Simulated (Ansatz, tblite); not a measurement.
# The cluster Sn3H4: a ladder of methods and basis sets

How do method and basis change the picture of the cluster Sn3H4 (singlet)?

Method: as each input shows; program: Ansatz 0.2.0, Gaussian basis.

Plan: GFN1-xTB, GFN2-xTB, PBE-D4/def2-TZVP, r2SCAN-D4/def2-TZVP, HSE06-D4/def2-TZVP, LDA/def2-TZVP, r2SCAN0-D4/def2-TZVP, ωB97M-V/def2-TZVP, B97M-V/def2-TZVP, BLYP-D4/def2-TZVP, LC-ωPBE/def2-TZVP, PBE-D4/def2-SVP, PBE0-D4/def2-SVP, PBE0-D4/def2-TZVPD, PBE-D4/def2-TZVPD, r2SCAN-D4/def2-TZVPD, CCSD(T)/def2-TZVP, RPA/def2-TZVP.

1 further run of the same task is left out (set aside as unsound or not needed). Runs told in other sessions of the task aren't counted.

### 1 The geometry

The singlet was relaxed beforehand with PBE-D4/def2-SVP. At that level it is the lowest of the isomers that a small search found.

7 atoms, charge 0, spin multiplicity 1.

Bond lengths: Sn1–Sn2 3.137 Å, Sn1–Sn3 2.996 Å, Sn1–H5 1.900 Å, Sn1–H7 1.900 Å, Sn2–Sn3 2.996 Å, Sn2–H4 1.900 Å, Sn2–H6 1.900 Å. Angles: Sn2–Sn1–Sn3 58.4°, Sn2–Sn1–H5 89.2°, Sn2–Sn1–H7 89.2°, Sn3–Sn1–H5 47.5°, Sn3–Sn1–H7 47.5°, H5–Sn1–H7 76.6°, Sn1–Sn2–Sn3 58.4°, Sn1–Sn2–H4 89.2°, Sn1–Sn2–H6 89.2°, Sn3–Sn2–H4 47.4°, Sn3–Sn2–H6 47.5°, H4–Sn2–H6 76.6°, Sn1–Sn3–Sn2 63.1°.

Coordinates:

```xyz
7

Sn    1.0185   -0.4971   -1.6296
Sn   -1.6600   -1.0833   -0.1062
Sn    0.3522    0.8674    0.9532
H    -1.7714    0.7585    0.3490
H     1.9184   -0.4015    0.0410
H    -0.7174   -0.9781    1.5401
H     0.8596    1.3341   -1.1475
```

Sn takes a core potential in the def2 sets. No spin-orbit coupling is included.

PBE0-D4/def2-TZVP was run before; its log isn't repeated, and its numbers join the tables.

### 2 GFN1-xTB

Tight binding, by tblite at 300 K electronic temperature and without a spin-polarisation term:

```python
tblite.interface.Calculator('GFN1-xTB', numbers, positions, charge=0, uhf=0).singlepoint()
```

Energy -263.1496 eV, HOMO -9.38 eV, LUMO -7.12 eV; 0.003 s.

### 3 GFN2-xTB

Tight binding, by tblite at 300 K electronic temperature and without a spin-polarisation term:

```python
tblite.interface.Calculator('GFN2-xTB', numbers, positions, charge=0, uhf=0).singlepoint()
```

Energy -228.5768 eV, HOMO -9.28 eV, LUMO -7.16 eV; 0.003 s.

### 4 PBE-D4/def2-TZVP

start.molden holds the orbitals of an earlier run on this state, given as this run's starting guess.

in.yaml

```yaml
crystal:
  periodic: [false, false, false]
  atoms:
    - {symbol: Sn, position_ang: [1.018483, -0.497073, -1.629584]}
    - {symbol: Sn, position_ang: [-1.659965, -1.083281, -0.106174]}
    - {symbol: Sn, position_ang: [0.352204, 0.867364, 0.953177]}
    - {symbol: H, position_ang: [-1.771434, 0.758465, 0.349035]}
    - {symbol: H, position_ang: [1.918446, -0.401452, 0.040998]}
    - {symbol: H, position_ang: [-0.717350, -0.978104, 1.540080]}
    - {symbol: H, position_ang: [0.859616, 1.334081, -1.147521]}
basis:
  gaussian: {orbitals: def2-TZVP, initial_orbitals: start.molden}
hamiltonian: {xc: pbe, dispersion: d4}
scf: {omitted_lower_state_checks: [starts]}
output: {orbitals: {seedname: orbitals}}
```

Started as:

```bash
ansatz run in.yaml --threads 4 --pin off --events-out ev --progress --plain --max-ram 3916MiB
```

The runs that follow: r2SCAN-D4/def2-TZVP; HSE06-D4/def2-TZVP; LDA/def2-TZVP; r2SCAN0-D4/def2-TZVP; ωB97M-V/def2-TZVP; B97M-V/def2-TZVP; BLYP-D4/def2-TZVP; LC-ωPBE/def2-TZVP; PBE-D4/def2-SVP; PBE0-D4/def2-SVP; PBE0-D4/def2-TZVPD; PBE-D4/def2-TZVPD; r2SCAN-D4/def2-TZVPD; CCSD(T)/def2-TZVP; RPA/def2-TZVP.

Before running them: what should the planned runs give, taken together? Wanted: gap in def2-TZVP, named functionals, smallest and largest; correlation energy, CCSD(T)/def2-TZVP; binding an atom, CCSD(T)/def2-TZVP; PBE0 total energy, smallest basis above largest.

The runs gave:

| quantity | value |
| --- | --- |
| gap in def2-TZVP, named functionals, smallest and largest | 1.90 eV (BLYP-D4), 7.23 eV (LC-ωPBE) |
| correlation energy, CCSD(T)/def2-TZVP | -27.28 eV |
| binding an atom, CCSD(T)/def2-TZVP | 2.081 eV |
| PBE0 total energy, smallest basis above largest | 0.63 eV (def2-SVP, def2-TZVPD) |

In words: Orbital gaps of the named functionals in def2-TZVP span 1.90 eV (BLYP-D4) to 7.23 eV (LC-ωPBE); exact exchange widens it. The functionals in def2-TZVP miss CCSD(T)/def2-TZVP by -0.031 (LC-ωPBE) to +0.527 eV (LDA) an atom. CCSD(T)/def2-TZVP isn't at the basis-set limit; small misses against it rank nothing.
